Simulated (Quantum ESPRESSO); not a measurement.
The system is SiTe.

```
CELL_PARAMETERS angstrom
3.71434 0.00000 0.00000
-1.85717 3.21671 0.00000
0.00000 0.00000 4.97637
ATOMIC_POSITIONS crystal
Si 0.00000 0.00000 0.50000
Te 0.00000 0.00000 0.00000
```

The cell was built by a generator and needn't be a form met in nature.

| Item | Value |
| --- | --- |
| Program | Quantum ESPRESSO 7.5 |
| Task | Wannier functions |
| Functional | PBEsol |
| Potentials or basis | PseudoDojo 0.4.1 SR PBEsol standard |
| Cutoff | 1088 eV |
| Density cutoff | 4354 eV |
| k mesh | 6 × 6 × 5 |
| Occupations | fermi-dirac, width 0.05 eV |
| Spin | no spin polarisation |
| Mixing beta | 0.5 |
| Most SCF iterations | 120 |
| SCF threshold | 4e-10 Ry |
| k mesh for the Wannier functions | 5 × 5 × 4 |

Start: SCDM with an erfc weight, μ = 2.0 eV over the reference level, σ = 3.0 eV, one function for each orbital of the shells Si sp, Te sp; the lowest 5 bands are left out. The reference level is the Fermi level, or the middle of the gap.

Problem. With SCDM with an erfc weight, how many functions result, how localised are they, and how well do they interpolate the bands?

Solution. 8 functions with spreads from 2.07 to 4.21 Å², 21.5 Å² in all; they miss the direct bands by 54 meV (root mean square).

Wannier functions:
| function | nearest atom | distance (Å) | spread (Å²) | on-site energy from the reference level (eV) |
| --- | --- | --- | --- | --- |
| 1 | 2 Te | 1.18 | 4.06 | -2.08 |
| 2 | 2 Te | 1.20 | 4.21 | -1.89 |
| 3 | 1 Si | 0.71 | 2.24 | -0.99 |
| 4 | 2 Te | 0.68 | 2.13 | -3.32 |
| 5 | 1 Si | 0.73 | 2.27 | -1.02 |
| 6 | 2 Te | 0.67 | 2.07 | -3.29 |
| 7 | 1 Si | 0.73 | 2.36 | -0.97 |
| 8 | 2 Te | 0.71 | 2.15 | -3.32 |

Parts of the spread (Å²): invariant 16.72, diagonal 0.109, off-diagonal 4.68, total 21.51. Against the direct bands the interpolation misses by 54 meV (root mean square) and 418 meV at most, for states up to 1 eV over the reference level.

Caveat: the k mesh is coarse; spin-orbit coupling is left out, which moves the levels of the heavy elements.
